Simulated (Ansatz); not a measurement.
# FH₄OSiSn radical: how energies converge with the basis set

One table from this session's results is given with a row withheld; the runs are named, their logs left out.

The runs use Ansatz 0.2.0, Gaussian basis; one geometry, several basis sets.

Levels to be run: PBE0-D4/def2-SVP; ωB97M-V/def2-SVP; PBE0-D4/def2-QZVPP; ωB97M-V/def2-QZVPP; the functionals' def2-TZVPP values are taken from earlier runs.

## Structure used throughout

The geometry comes from an earlier relaxation with PBE0-D4 in a triple-zeta def2 set; it is a stationary point, not always the lowest conformer. Sn takes the def2 core potential; no spin-orbit term is included.

SMILES `[F][SnH][O][SiH3]`, 8 atoms, charge 0, spin multiplicity 2.

Atoms are counted from 1 here; the program's logs count them from 0.

Bond lengths: F1–Sn2 1.929 Å, Sn2–O3 1.951 Å, Sn2–H5 1.742 Å, O3–Si4 1.640 Å, Si4–H6 1.486 Å, Si4–H7 1.486 Å, Si4–H8 1.490 Å. Angles: F1–Sn2–O3 102.1°, F1–Sn2–H5 106.1°, O3–Sn2–H5 105.6°, Sn2–O3–Si4 137.7°, O3–Si4–H6 108.6°, O3–Si4–H7 110.5°, O3–Si4–H8 111.0°, H6–Si4–H7 109.2°, H6–Si4–H8 108.8°, H7–Si4–H8 108.7°.

Set-up of the first run:

in.yaml reads:

```yaml
crystal:
  periodic: [false, false, false]
  atoms:
    - {symbol: F, position_ang: [-1.607292, 1.731735, 1.020339]}
    - {symbol: Sn, position_ang: [-0.420697, 1.874538, -0.493480]}
    - {symbol: O, position_ang: [0.210005, 0.039323, -0.694426]}
    - {symbol: Si, position_ang: [0.713760, -1.182680, 0.276905]}
    - {symbol: H, position_ang: [-1.435741, 2.176268, -1.877067]}
    - {symbol: H, position_ang: [1.729067, -1.982092, -0.456730]}
    - {symbol: H, position_ang: [-0.427241, -2.061325, 0.643632]}
    - {symbol: H, position_ang: [1.330339, -0.652868, 1.525027]}
basis:
  gaussian: {orbitals: def2-SVP}
magnetization: {spin_polarized: true, initial_magnetization: 1}
hamiltonian: {xc: pbe0, dispersion: d4}
output: {orbitals: {seedname: orbitals}}
```

Among the steps run: PBE0-D4 in def2-SVP; ωB97M-V in def2-SVP; PBE0-D4 in def2-QZVPP; ωB97M-V in def2-QZVPP.

One of the session's tables, all rows but one given; the rest of the session is left out.

It belongs to the step «Functionals by basis». 

| functional | basis | HOMO (eV) | LUMO (eV) |
| --- | --- | --- | --- |
| PBE0-D4 | def2-SVP | -7.10 | -4.05 |
| PBE0-D4 | def2-TZVPP | -7.22 | -4.13 |
| PBE0-D4 | def2-QZVPP | -7.24 | -4.15 |
| ωB97M-V | def2-SVP | ? | ? |
| ωB97M-V | def2-TZVPP | -9.31 | -2.39 |
| ωB97M-V | def2-QZVPP | -9.32 | -2.43 |

**Question.** Estimate the row for ωB97M-V, def2-SVP.

**Answer.** HOMO (eV): -9.14; LUMO (eV): -2.24. In the column «HOMO (eV)» it lies between ωB97M-V, def2-TZVPP (-9.31) and PBE0-D4, def2-QZVPP (-7.24).
